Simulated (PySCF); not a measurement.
# O4Re: the cost of one run

Computed with PySCF 2.14.0 and routines of our own; the level stands in each step. Atoms count from 0.

## Step 1: The system as given

5 atoms, charge -1, multiplicity 1; geometry from: GFN2-xTB.

## Step 2: Optimising the geometry at PBE0-D3(BJ)/def2-SVP

What the job is given:

```
{"job": {"xc": "PBE0", "basis": "def2-SVP", "d3": "d3bj", "grid": 1, "maxiter": 30, "shake": 0.01, "kind": "geom"}, "charge": -1, "multiplicity": 1}
O     -0.419410    -1.324750    -0.989980
Re    -0.003800    -0.003920    -0.005700
O     -0.286920     1.452550    -0.836140
O     -0.895080    -0.024240     1.407120
O      1.638780    -0.133620     0.386810
```

Command:

```console
$ OMP_NUM_THREADS=1 python heavy_run.py task.json out
```

This one command runs all jobs of the session in turn.

Q: Estimate the wall time and peak memory of this first job on 1 thread of Arm Neoverse V2, shared host.

About 16 s, with a peak of 0.37 GiB.
